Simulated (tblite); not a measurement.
# C4H14N2Si: the cost of one run

Computed with tblite 0.8.0 and PySCF 2.14.0, with density-fitted response routines of our own, on a single molecule in the gas phase. Atoms count from 0, in the outputs and in this text.

**1. The molecule as given**

21 atoms, charge 0, multiplicity 1; geometry from: force field or distance geometry start.

Bonds of the start (Å): C0–N1 1.46, N1–Si2 1.77, Si2–C3 1.88, Si2–N4 1.80, N4–C5 1.44, N4–C6 1.44, C0–H7 1.10, C0–H8 1.10, C0–H9 1.10, N1–H10 1.04, Si2–H11 1.47, C3–H12 1.12, C3–H13 1.09, C3–H14 1.10, C5–H15 1.12, C5–H16 1.11, C5–H17 1.11, C6–H18 1.10, C6–H19 1.10, C6–H20 1.12.

**2. Geometry optimisation with GFN2-xTB**

What the job is given:

```
{"job": {"kind": "relax", "xc": "GFN2-xTB", "basis": "xTB"}, "charge": 0, "multiplicity": 1}
C      2.215300    -1.559100    -0.319500
N      0.915300    -1.209300     0.238000
Si     0.241000     0.242800    -0.518900
C      1.174900     1.771600     0.037600
N     -1.473000     0.520100    -0.028200
C     -1.475000     0.677700     1.398500
C     -2.361600    -0.504100    -0.511600
H      2.416900    -0.959600    -1.221800
H      2.195600    -2.623600    -0.614100
H      3.023500    -1.427500     0.410400
H      1.042400    -1.066500     1.264000
H      0.291200     0.143100    -1.986700
H      0.660700     2.178000     0.948300
H      1.201800     2.503300    -0.766900
H      2.161200     1.418700     0.375200
H     -2.482200     0.464400     1.837600
H     -1.233700     1.727800     1.682900
H     -0.701100     0.023200     1.854500
H     -1.966400    -1.513900    -0.306700
H     -2.490600    -0.386800    -1.593700
H     -3.365300    -0.403400    -0.024800
```

Started as:

```console
$ OMP_NUM_THREADS=1 python probes_run.py task.json out
```

This one command runs all jobs of the session in turn.

Q: Estimate the wall time and peak memory of this first job on 1 thread of Arm Neoverse N1, shared host.

About 3 s, with a peak of 0.18 GiB.
